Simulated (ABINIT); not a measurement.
# TaSi in ABINIT: work function with PBE

Aim: the work function of TaSi with PBE.

All numbers are computed with ABINIT 10.8.3 (patched build); they aren't measurements. Logs are shortened: lines on timing, memory, paths and dates and some standing lists are left out, and cuts for length are marked. The log counts tension as positive stress, the text compression.

### 1 The undisturbed sheet

The cell holds a sheet with vacuum, 2 atoms: a = 2.739 Å, b = 2.739 Å, c = 29.017 Å, α = 90.00°, β = 90.00°, γ = 120.00°.

The cell was built by a generator and needn't be a form met in nature.

### 2 Work function, PBE

Input file run.abi:

```
# Pseudopotentials
pp_dirpath "./"
pseudos "Ta.GGA_PBE-JTH.xml, Si.GGA_PBE-JTH.xml"

# Structure
acell 2.73859 2.7385887899 29.01702 Angstrom
rprim
     1.0000000000     0.0000000000     0.0000000000
    -0.4999983952     0.8660263303     0.0000000000
     0.0000000000     0.0000000000     1.0000000000
ntypat 2
znucl 73 14
natom 2
typat 1 2
xred
     0.0000000000     0.0000000000     0.2306309800
     0.0000000000     0.0000000000     0.3207690200
chkprim 0
chksymtnons 0
tolsym 1.0e-6
nsym 1

# Plane-wave basis
ecut 517.016339 eV
pawecutdg 38.0
pawxcdev 0

# k points
kptopt 2
ngkpt 11 11 1
nshiftk 1
shiftk 0.0 0.0 0.0

# Exchange and correlation
ixc 11

# Bands and occupations
nband 13
occopt 3
tsmear 0.05 eV

# SCF cycle
nstep 120
tolvrs 1.0e-9

# Output
iomode 3
prtwf 0
prteig 0
prtebands 0
prtden 1
prtvha 1
prtvclmb 1
prtpot 1
```

Potentials or basis: JTH PAW PBE v2.0.

On the command line:

```sh
$ mpirun --bind-to none -np 4 abinit run.abi > log 2>&1
```

run.abo:

```text
.Version 10.8.3 of ABINIT
 Symmetries : space group P1 (#  1); Bravais aP (primitive triclinic)
================================================================================
 Values of the parameters that define the memory need of the present run
     intxc =       0    ionmov =       0      iscf =      17    lmnmax =      18
     lnmax =       6     mgfft =     216  mpssoang =       3    mqgrid =   15217
     natom =       2  nloc_mem =       2    nspden =       1   nspinor =       1
    nsppol =       1      nsym =       1    n1xccc =       1    ntypat =       2
    occopt =       3   xclevel =       2
       mpw =        5075          nfft =      124416          nkpt =          61
Pmy_natom=         1
 PAW method is used; the additional fine FFT grid is defined by:
   mgfftf=       320    nfftf =    288000
================================================================================
================================================================================

--------------------------------------------------------------------------------
------------- Echo of variables that govern the present computation ------------
--------------------------------------------------------------------------------
 -outvars: echo values of preprocessed input variables --------
            acell      5.1751850711E+00  5.1751827844E+00  5.4834220790E+01 Bohr
              amu      1.80947900E+02  2.80855000E+01
          chkprim           0
      chksymtnons           0
             ecut      1.90000000E+01 Hartree
                       outvar_i_n : Printing only first  50 k-points.
              ixc          11
                       outvar_i_n : Printing only first  50 k-points.
           kptopt           2
         kptrlatt       11    0    0      0   11    0      0    0    1
          kptrlen      5.69270106E+01
            natom           2
            nband          13
            ngfft          24      24     216
          ngfftdg          30      30     320
             nkpt          61
            nstep         120
             nsym           1
           ntypat           2
                       prtocc : prtvol=0, do not print more k-points.
           occopt           3
        pawecutdg      3.80000000E+01 Hartree
         pawxcdev           0
        prtebands           0
           prteig           0
           prtpot           1
         prtvclmb           1
           prtvha           1
            prtwf           0
            rprim      1.0000000000E+00  0.0000000000E+00  0.0000000000E+00
                      -4.9999839520E-01  8.6602633030E-01  0.0000000000E+00
                       0.0000000000E+00  0.0000000000E+00  1.0000000000E+00
          spgroup           1
           tolsym      1.00000000E-06
           tolvrs      1.00000000E-09
           tsmear      1.83746611E-03 Hartree
            typat      1  2
           useylm           1
                       outvars : Printing only first  50 k-points.
           xangst      0.0000000000E+00  0.0000000000E+00  6.6922237593E+00
                       0.0000000000E+00  0.0000000000E+00  9.3077610687E+00
            xcart      0.0000000000E+00  0.0000000000E+00  1.2646470078E+01
                       0.0000000000E+00  0.0000000000E+00  1.7589119265E+01
             xred      0.0000000000E+00  0.0000000000E+00  2.3063098000E-01
                       0.0000000000E+00  0.0000000000E+00  3.2076902000E-01
            znucl       73.00000   14.00000

================================================================================

 chkinp: Checking input parameters for consistency.

================================================================================
== DATASET  1 ==================================================================

--- !DatasetInfo
iteration_state: {dtset: 1, }
dimensions: {natom: 2, nkpt: 61, mband: 13, nsppol: 1, nspinor: 1, nspden: 1, mpw: 5075, }
cutoff_energies: {ecut:  19.0, pawecutdg:  38.0, }
electrons: {nelect:   1.70000000E+01, charge:   0.00000000E+00, occopt:   3.00000000E+00, tsmear:   1.83746611E-03, }
meta: {optdriver: 0, ionmov: 0, optcell: 0, iscf: 17, paral_kgb: 0, }
...

 Exchange-correlation functional for the present dataset will be:
  GGA: Perdew-Burke-Ernzerhof functional - ixc=11
  J.P.Perdew, K.Burke, M.Ernzerhof, PRL 77, 3865 (1996)

 Real(R)+Recip(G) space primitive vectors, cartesian coordinates (Bohr,Bohr^-1):
 R(1)=  5.1751851  0.0000000  0.0000000  G(1)=  0.1932298  0.1115608  0.0000000
 R(2)= -2.5875831  4.4818446  0.0000000  G(2)=  0.0000000  0.2231224  0.0000000
 R(3)=  0.0000000  0.0000000 54.8342208  G(3)=  0.0000000  0.0000000  0.0182368
 Unit cell volume ucvol=  1.2718455E+03 bohr^3
[... 57 lines left out ...]
 ETOT 92  -62.870688580113     5.184E-11 2.036E-05 4.459E-09
 ETOT 93  -62.870688580070     4.280E-11 3.346E-05 3.441E-09
 ETOT 94  -62.870688579783     2.870E-10 1.723E-05 2.730E-09
 ETOT 95  -62.870688580173    -3.900E-10 2.776E-05 2.027E-09
 ETOT 96  -62.870688580803    -6.297E-10 1.947E-05 9.436E-10

 At SCF step   96       nres2   =  9.44E-10 < tolvrs=  1.00E-09 =>converged.

 Cartesian components of stress tensor (hartree/bohr^3)
  sigma(1 1)=  2.27839031E-06  sigma(3 2)= -3.72052357E-13
  sigma(2 2)=  2.27785052E-06  sigma(3 1)=  7.32881457E-13
  sigma(3 3)= -1.10594826E-05  sigma(2 1)= -9.06364335E-10

--- !ResultsGS
iteration_state: {dtset: 1, }
comment   : Summary of ground state results
lattice_vectors:
- [  5.1751851,   0.0000000,   0.0000000, ]
- [ -2.5875831,   4.4818446,   0.0000000, ]
- [  0.0000000,   0.0000000,  54.8342208, ]
lattice_lengths: [   5.17519,    5.17518,   54.83422, ]
lattice_angles: [ 90.000,  90.000, 120.000, ] # degrees, (23, 13, 12)
lattice_volume:   1.2718455E+03
convergence: {deltae: -6.297E-10, res2:  9.436E-10, residm:  1.947E-05, diffor: null, }
etotal    :  -6.28706886E+01
entropy   :   0.00000000E+00
fermie    :  -1.21734858E-01
cartesian_stress_tensor: # hartree/bohr^3
- [  2.27839031E-06,  -9.06364335E-10,   7.32881457E-13, ]
- [ -9.06364335E-10,   2.27785052E-06,  -3.72052357E-13, ]
- [  7.32881457E-13,  -3.72052357E-13,  -1.10594826E-05, ]
pressure_GPa:   6.3777E-02
xred      :
- [  0.0000E+00,   0.0000E+00,   2.3063E-01, Ta]
- [  0.0000E+00,   0.0000E+00,   3.2077E-01, Si]
cartesian_forces: # hartree/bohr
- [ -1.84506808E-11,  -3.02382380E-10,  -2.70577474E-03, ]
- [  1.84506808E-11,   3.02382380E-10,   2.70577474E-03, ]
force_length_stats: {min:   2.70577474E-03, max:   2.70577474E-03, mean:   2.70577474E-03, }
...

 Integrated electronic density in atomic spheres:
 ------------------------------------------------
 Atom  Sphere_radius  Integrated_density
    1        2.41973         10.73226632
    2        1.90945          1.43101454

================================================================================

 ----iterations are completed or convergence reached----

 Mean square residual over all n,k,spin=   66.840E-09; max=  19.471E-06
 reduced coordinates (array xred) for    2 atoms
       0.000000000000      0.000000000000      0.230630980000
       0.000000000000      0.000000000000      0.320769020000
 rms dE/dt=  8.5701E-02; max dE/dt=  1.5289E-01; dE/dt below (all hartree)
    1      -0.000000001601      0.000000001112      0.152891900461
    2      -0.000000001792     -0.000000001503     -0.143846198544

 cartesian coordinates (angstrom) at end:
    1      0.00000000000000     0.00000000000000     6.69222375927960
    2      0.00000000000000     0.00000000000000     9.30776106872040

 cartesian forces (hartree/bohr) at end:
    1     -0.00000000001845    -0.00000000030238    -0.00270577474002
    2      0.00000000001845     0.00000000030238     0.00270577474002
 frms,max,avg= 1.5621798E-03 2.7057747E-03   3.278E-10  2.328E-10 -8.248E-05 h/b

 cartesian forces (eV/Angstrom) at end:
    1     -0.00000000094877    -0.00000001554913    -0.13913653135153
    2      0.00000000094877     0.00000001554913     0.13913653135153
 frms,max,avg= 8.0330514E-02 1.3913653E-01   1.686E-08  1.197E-08 -4.241E-03 e/A
 length scales=  5.175185071150  5.175182784392 54.834220789989 bohr
              =  2.738590000000  2.738588789900 29.017020000000 angstroms
 Fermi (or HOMO) energy (hartree) =  -0.12173   Average Vxc (hartree)=  -0.10783
 Eigenvalues (hartree) for nkpt=  61  k points:
 kpt#   1, nband= 13, wtk=  0.00826, kpt=  0.0000  0.0000  0.0000 (reduced coord)
  -2.60019   -1.37314   -1.33802   -1.33802   -0.53343   -0.35125   -0.24751   -0.12483
  -0.08192   -0.08191   -0.00904    0.04682    0.06421
      occupation numbers for kpt#   1
   2.00000    2.00000    2.00000    2.00000    2.00000    2.00000    2.00000    1.68758
   0.00000    0.00000    0.00000    0.00000    0.00000
 prteigrs : prtvol=0 or 1, do not print more k-points.

--- !EnergyTerms
iteration_state     : {dtset: 1, }
comment             : Components of total free energy in Hartree
kinetic             :  7.52332901408707E+00
hartree             :  2.69923106645247E+02
xc                  : -1.05022814248039E+01
Ewald energy        :  2.19139479399849E+02
psp_core            :  1.09125207960954E+00
local_psp           : -5.35598801658462E+02
PAW spherical_terms : -1.44455645943029E+01
internal            : -6.28694805387769E+01
'-kT*entropy'       : -1.21303437695116E-03
total_energy        : -6.28706935731539E+01
total_energy_eV     : -1.71079872637181E+03
...

--- !EnergyTermsDC
iteration_state     : {dtset: 1, }
comment             : '"Double-counting" decomposition of free energy'
band_energy         : -1.55705361745698E+01
Ewald energy        :  2.19139479399849E+02
psp_core            :  1.09125207960954E+00
xc_dc               : -2.74782159961019E+02
PAW spherical_terms :  7.25248910970455E+00
internal            : -6.28694755464258E+01
'-kT*entropy'       : -1.21303437695116E-03
total_energy_dc     : -6.28706885808028E+01
total_energy_dc_eV  : -1.71079859052301E+03
...

--- !EnergyTermsWithPAWCore
iteration_state     : {dtset: 1, }
comment             : 'Components of total free energy, including PAW core contributions'
Total energy        : -1.58948653559231E+04
Total energy DC     : -1.58948653509308E+04
Total energy (eV)   : -4.32521320527887E+05
Total energy DC (eV): -4.32521320392038E+05
...

 Cartesian components of stress tensor (hartree/bohr^3)
  sigma(1 1)=  2.27839031E-06  sigma(3 2)= -3.72052357E-13
  sigma(2 2)=  2.27785052E-06  sigma(3 1)=  7.32881457E-13
  sigma(3 3)= -1.10594826E-05  sigma(2 1)= -9.06364335E-10

-Cartesian components of stress tensor (GPa)         [Pressure=  6.3777E-02 GPa]
- sigma(1 1)=  6.70325572E-02  sigma(3 2)= -1.09461582E-08
- sigma(2 2)=  6.70166760E-02  sigma(3 1)=  2.15621169E-08
- sigma(3 3)= -3.25381211E-01  sigma(2 1)= -2.66661594E-05

== END DATASET(S) ==============================================================
================================================================================

 -outvars: echo values of variables after computation  --------
            acell      5.1751850711E+00  5.1751827844E+00  5.4834220790E+01 Bohr
           etotal     -6.2870688581E+01
            fcart     -1.8450680817E-11 -3.0238237982E-10 -2.7057747400E-03
                       1.8450680817E-11  3.0238237982E-10  2.7057747400E-03
            rprim      1.0000000000E+00  0.0000000000E+00  0.0000000000E+00
                      -4.9999839520E-01  8.6602633030E-01  0.0000000000E+00
                       0.0000000000E+00  0.0000000000E+00  1.0000000000E+00
           strten      2.2783903086E-06  2.2778505177E-06 -1.1059482557E-05
                      -3.7205235657E-13  7.3288145743E-13 -9.0636433541E-10
           xangst      0.0000000000E+00  0.0000000000E+00  6.6922237593E+00
                       0.0000000000E+00  0.0000000000E+00  9.3077610687E+00
             xred      0.0000000000E+00  0.0000000000E+00  2.3063098000E-01
                       0.0000000000E+00  0.0000000000E+00  3.2076902000E-01
 Calculation completed.
```

Wall time 4.3 min (4 MPI ranks of Arm Neoverse V2, shared host); peak memory 0.8 GiB.

Results:

```yaml
Free_energy: -1710.7986 eV
Largest_force: 0.139 eV/Å
Band_gap_on_the_k_mesh: none (metal or under the smearing width)
Valence_electrons_inside_the_program's_atomic_spheres: Ta 10.73; Si 1.43
Work_function: 5.07 eV
```

Forces on the atoms (eV/Å):
```
Ta   0.000  0.000 -0.139
Si   0.000  0.000  0.139
```

Stress tensor (GPa, compression positive):
```
-0.07  0.00  0.00
 0.00 -0.07  0.00
 0.00  0.00  0.33
```

Levels at points of the mesh, in eV from the Fermi level:
```
           k point  band 5  band 6  band 7  band 8  band 9  band 10  band 11  band 12
(0.00, 0.00, 0.00)  -11.20   -6.25   -3.42   -0.08    1.08     1.08     3.07     4.59
```

Caveat: the slab has no dipole correction, so unlike faces share one vacuum level. The run has no spin-orbit coupling, so splittings on Ta are missing.
